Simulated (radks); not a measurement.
**Os⁺ in [Xe] 4f14 5d6 6s1: an all-electron calculation**

An exercise on one series of results from a longer session: the logs are not shown, and one member is left open.

Method: scalar-relativistic Kohn-Sham, PW91, spin-unpolarised, spherical densities, finite nucleus. Code: radks (a radial shooting solver on a logarithmic mesh, Libxc functionals) version 1.

## Starting point

| Quantity | Value |
| --- | --- |
| element | osmium (Z = 76) |
| charge | +1 |
| electrons | 75 |
| configuration | [Xe] 4f14 5d6 6s1 |
| nuclear rms radius | 5.4126 fm |

The outer shells:

Os⁺
```
[Xe] core
4f [↑↓][↑↓][↑↓][↑↓][↑↓][↑↓][↑↓]
5d [↑↓][↑ ][↑ ][↑ ][↑ ]
6s [↑ ]
```

Set-up of the first run:

Settings of this run:

```text
Z 76
configuration [Xe] 4f14 5d6 6s1 6p0 7s0
relativity scalar-relativistic
functional pw91,pw91
spin unpolarised
nucleus finite rms 5.4126 fm
c 137.035999084
```

One of the session's tables, all rows but one given; the rest of the session is left out.

It belongs to the step «Shells». From the orbitals of this run (lengths in bohr):

```
level      <r>  outermost maximum (interpolated)  90 % within  nodes
   1s  0.01774                            0.0110       0.0323      0
   2s  0.07491                            0.0634        0.116      1
   2p  0.06727                            0.0522        0.110      0
   3s   0.1939                             0.179        0.284      2
   3p   0.1945                             0.177        0.291      1
   3d   0.1762                             0.144        0.273      0
   4s   0.4319                             0.405        0.620      3
   4p   0.4594                             0.425        0.667      2
   4d   0.4890                             0.435        0.731      1
   5s    1.006                             0.913         1.44      4
   4f        ?                                 ?            ?      ?
   5p    1.169                              1.03         1.70      3
   5d    1.754                              1.35         2.75      2
   6s    2.778                              2.39         4.07      5
   6p    3.743                              3.13         5.56      4
```

Q: Estimate the row for 4f from the others.

The run gave: <r>: 0.5565; outermost maximum (interpolated): 0.406; 90 % within: 0.909; nodes: 0. In the column «<r>» it lies between 4d (0.4890) and 5s (1.006).

Caveats from the session: Spin polarisation and multiplet splitting are left out.
